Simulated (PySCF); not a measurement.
# The bond of SbCl, level by level

An exercise on one series of results from a longer session: the logs are not shown, and one member is left open.

Program: PySCF 2.14.0. Level of theory: Sb jorge-DZP-DKH, Cl jorge-DZP-DKH, spin-free X2C with a Gaussian nucleus. These are calculated values, not measurements.

The first run:

A driver script around PySCF takes these settings:

```json
{
  "atoms": "Sb, Cl",
  "charge": "0",
  "basis": "Sb jorge-DZP-DKH, Cl jorge-DZP-DKH",
  "Hamiltonian": "spin-free X2C with a Gaussian nucleus",
  "basis functions": "72",
  "electrons treated": "68",
  "masses in u": "120.9038, 34.9689",
  "levels": "PBE0, PBE, r²SCAN, B97-3, BLYP, PBEsol, ωB97X, HF, MP2, SCS-MP2, CCSD, CCSD(T)",
  "grid": "80 radial by 434 angular points",
  "occupations": "held fixed by the projection of orbital angular momentum",
  "dissociation limit": "Sb + Cl, each in its ground configuration",
  "starting distance in angstrom": "2.335",
  "values of 2S to try": "0, 2, 4"
}
```

Run with:

```sh
OMP_NUM_THREADS=1 python dia.py task.json out
```

Steps of the session up to this table: Input; PBE0 along the bond; Higher solutions at PBE0; PBE (GGA); r²SCAN; B97-3; BLYP; PBEsol (GGA); ωB97X (range-separated hybrid); UHF (mean field); MP2 and coupled cluster.

One table of the session follows, with a row left open; its other results are not shown here.

Energy (eV) from each level's lowest point:

| R (Å) | UHF | UHF-MP2 | UHF-SCS-MP2 | UHF-CCSD | UHF-CCSD(T) |
| --- | --- | --- | --- | --- | --- |
| 2.027 | 1.200 | 1.139 | 1.193 | n/a | n/a |
| 2.121 | 0.532 | 0.492 | 0.529 | 0.526 | 0.536 |
| 2.216 | 0.169 | 0.147 | 0.168 | 0.166 | 0.172 |
| 2.286 | 0.039 | 0.030 | 0.040 | 0.039 | 0.042 |
| 2.357 | 0.000 | 0.000 | 0.000 | 0.000 | 0.000 |
| 2.428 | 0.028 | 0.036 | 0.027 | 0.027 | 0.024 |
| 2.522 | ? | ? | ? | ? | ? |
| 2.640 | 0.351 | 0.395 | 0.364 | 0.349 | 0.336 |
| 2.781 | 0.647 | 0.787 | 0.751 | 0.662 | 0.646 |
| 2.970 | 0.981 | 1.404 | 1.366 | n/a | n/a |

Estimate the missing values for R (Å) = 2.522.

Worked estimate for «UHF». A straight line through the neighbours (2.428, 0.028) and (2.640, 0.351) gives 0.028 + (0.351 − 0.028) × (2.522 − 2.428) / (2.640 − 2.428) = 0.171; a parabola fitted to 4 rows on both sides gives 0.151.

As computed: UHF: 0.138; UHF-MP2: 0.159; UHF-SCS-MP2: 0.139; UHF-CCSD: 0.137; UHF-CCSD(T): 0.129. In «UHF» the line misses by +0.033 and the parabola by +0.013.
